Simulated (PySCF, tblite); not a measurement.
# C2H6Cl2GeNSi radical: geometry, infrared bands and EPR parameters

What infrared bands and EPR parameters should C2H6Cl2GeNSi radical (`C=[C](Cl)[Ge@@H]([Cl])[NH][SiH2]`) show?

Computed with tblite 0.8.0 and PySCF 2.14.0, with density-fitted response routines of our own, on a single molecule in the gas phase. Atoms are numbered from 0 throughout.

### 1 The molecule as given

13 atoms, charge 0, multiplicity 2; geometry from: force field or distance geometry start.

Bonds of the start (Å): C0–C1 1.34, C1–Cl2 1.77, C1–Ge3 1.93, Ge3–Cl4 2.18, Ge3–N5 1.80, N5–Si6 1.73, C0–H7 1.09, C0–H8 1.10, Ge3–H9 1.54, N5–H10 1.02, Si6–H11 1.49, Si6–H12 1.46.

### 2 Relaxing the molecule with GFN2-xTB

The job: settings as JSON, then the geometry in Å.

```
{"job": {"kind": "relax", "xc": "GFN2-xTB", "basis": "xTB"}, "charge": 0, "multiplicity": 2}
C      2.638400     0.511100     0.087300
C      1.594500    -0.298000     0.290200
Cl     1.780300    -1.517200     1.553600
Ge    -0.036500    -0.165200    -0.733000
Cl    -0.706900    -2.179100    -1.228800
N     -1.326700     0.805500     0.062900
Si    -2.856600     0.072400     0.405800
H      3.542000     0.423700     0.682100
H      2.577400     1.291700    -0.687600
H      0.381900     0.490900    -2.066300
H     -1.266300     1.822900     0.046800
H     -3.173000    -0.077100     1.850100
H     -3.152900    -1.181100    -0.280900
```

Launch:

```
$ OMP_NUM_THREADS=1 python probes_run.py task.json out
```

The driver reads the jobs from task.json and runs them one after another.

**Question.** This job is followed by: GFN2-xTB harmonic vibrations, gas phase; UKS B3LYP, def2-TZVP-core on Ge, pcH-1 on C Cl H N Si, non-relativistic, mean-field spin-orbit, GIAO. Predict these results of the whole session: strongest single infrared mode (GFN2-xTB); zero-point energy (GFN2-xTB); g(iso) (B3LYP); ⟨S²⟩; largest a(iso) (averaged by class); potential on the surface of density 0.002 e/bohr³, 1st and 99th percentile.

**Answer**, as computed:

| quantity | value |
| --- | --- |
| strongest single infrared mode (GFN2-xTB) | 1783 cm⁻¹, 499 km/mol |
| zero-point energy (GFN2-xTB) | 43.8 kcal/mol |
| g(iso) (B3LYP) | 2.00269 |
| ⟨S²⟩ | 0.751 (exact 0.75) |
| largest a(iso) (averaged by class) | 29Si on Si6, -500.5 MHz |
| potential on the surface of density 0.002 e/bohr³, 1st and 99th percentile | -0.64 V and 1.76 V |

In words: Relaxing lowered the energy by 0.395 eV in 188 steps; the close pair that moved most is Ge3–Cl4, from 2.180 to 2.097 Å. All 33 modes are real, so the xTB geometry is a minimum. The strongest single mode, at 1783 cm⁻¹, moves mainly H9. GFN2-xTB is a fitted tight-binding method: band positions and strengths are rough. Its intensities can rank the bands wrongly. Si6 carries the largest spin population, 0.91 e. The isotropic g lies 0.4 ppt above the free-electron value. The hyperfine terms hold no scalar relativity, which the heavier nuclei need. These values are for one conformer; the search (at its own cheap level) found 2 more, at 0.51, 0.64 kcal/mol, and measured spectra average over such forms.
